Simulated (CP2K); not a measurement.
HfB:

```
Hf B
1.0
     3.26683    0.00000    0.00000
     1.63342    2.82916    0.00000
     1.63342    0.94305    2.66736
Hf B
1 1
Direct
  0.50000 0.50000 0.50000
  0.00000 0.00000 0.00000
```

Base run:

| Property | Result |
| --- | --- |
| Program | CP2K 2026.2 |
| Functional | PBE |
| Potentials or basis | GTH_POTENTIALS Hf GTH-PADE-q12, B GTH-PADE-q3; DZVP-MOLOPT-SR-GTH basis |
| Density cutoff | 6123 eV |
| k mesh | 10 × 10 × 10 |
| Occupations | fermi-dirac, width 0.05 eV |
| Spin | no spin polarisation |

Its results: band gap on the k mesh none (metal or under the smearing width); pressure 14.7 GPa.

Question: The run is repeated on the same cell with these changes: potentials or basis from GTH_POTENTIALS Hf GTH-PADE-q12, B GTH-PADE-q3; DZVP-MOLOPT-SR-GTH basis to GTH_POTENTIALS Hf GTH-PBE-q12, B GTH-BLYP-q3; DZVP-MOLOPT-SR-GTH basis; potentials from Hf GTH-PADE-q12 of GTH_POTENTIALS, B GTH-PADE-q3 of GTH_POTENTIALS to Hf GTH-PBE-q12 of GTH_POTENTIALS, B GTH-BLYP-q3 of GTH_POTENTIALS. What comes out?

Answer: Band gap on the k mesh none (metal or under the smearing width); pressure 29.2 GPa.

Caveats: the potentials were made for another functional, which shifts forces and pressure; spin-orbit coupling is left out, which moves the levels of the heavy elements; the basis of atomic orbitals isn't converged, which shifts pressures, moduli and gaps; a pressure of tens of GPa on the cell as given is suspect, and the run, the potentials or the cell itself is likely at fault (some runs).
